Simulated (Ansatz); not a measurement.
# C₂HBrF₂O: basis-set convergence

The task here is to estimate one member of a computed series from the others.

Method: one geometry, several basis sets; program: Ansatz 0.2.0, Gaussian basis.

Plan: PBE0-D4/def2-SVP; ωB97M-V/def2-SVP; PBE0-D4/def2-QZVPP; ωB97M-V/def2-QZVPP; the functionals' def2-TZVPP values are taken from earlier runs.

## Structure used throughout

An earlier PBE0-D4 in a triple-zeta def2 set relaxation fixed the geometry.

SMILES `O=CC(F)(F)Br`, 7 atoms, charge 0, spin multiplicity 1.

Atoms are counted from 1 here; the program's logs count them from 0.

Bond lengths: O1–C2 1.189 Å, C2–C3 1.531 Å, C2–H7 1.106 Å, C3–F4 1.320 Å, C3–F5 1.337 Å, C3–Br6 1.949 Å. Angles: O1–C2–C3 122.5°, O1–C2–H7 124.5°, C3–C2–H7 113.0°, C2–C3–F4 112.6°, C2–C3–F5 109.9°, C2–C3–Br6 106.2°, F4–C3–F5 108.9°, F4–C3–Br6 110.2°, F5–C3–Br6 109.1°.

The first run:

Contents of in.yaml:

```yaml
crystal:
  periodic: [false, false, false]
  atoms:
    - {symbol: O, position_ang: [0.105939, -1.874660, 0.302160]}
    - {symbol: C, position_ang: [-0.398289, -0.857909, -0.053735]}
    - {symbol: C, position_ang: [0.363473, 0.470018, -0.089619]}
    - {symbol: F, position_ang: [1.664271, 0.313007, 0.067696]}
    - {symbol: F, position_ang: [0.139359, 1.091508, -1.252012]}
    - {symbol: Br, position_ang: [-0.362816, 1.551251, 1.360453]}
    - {symbol: H, position_ang: [-1.450638, -0.761217, -0.380743]}
basis:
  gaussian: {orbitals: def2-SVP}
hamiltonian: {xc: pbe0, dispersion: d4}
output: {orbitals: {seedname: orbitals}}
```

The run is started by

```bash
$ ansatz run in.yaml --threads 4 --pin off --events-out ev --progress --plain --max-ram 10444MiB
```

Steps of the session up to this table: PBE0-D4 in def2-SVP; ωB97M-V in def2-SVP; PBE0-D4 in def2-QZVPP; ωB97M-V in def2-QZVPP.

One of the session's tables, all rows but one given; the rest of the session is left out.

It belongs to the step «Density functionals: the series». 

```
functional       basis  HOMO (eV)  LUMO (eV)
   PBE0-D4    def2-SVP          ?          ?
   PBE0-D4  def2-TZVPP      -8.55      -2.20
   PBE0-D4  def2-QZVPP      -8.59      -2.25
   ωB97M-V    def2-SVP     -10.75       0.37
   ωB97M-V  def2-TZVPP     -10.91       0.11
   ωB97M-V  def2-QZVPP     -10.94       0.03
```

**Question.** Estimate the row for PBE0-D4, def2-SVP.

The run gave: HOMO (eV): -8.42; LUMO (eV): -2.02. In the column «HOMO (eV)» it is the highest.
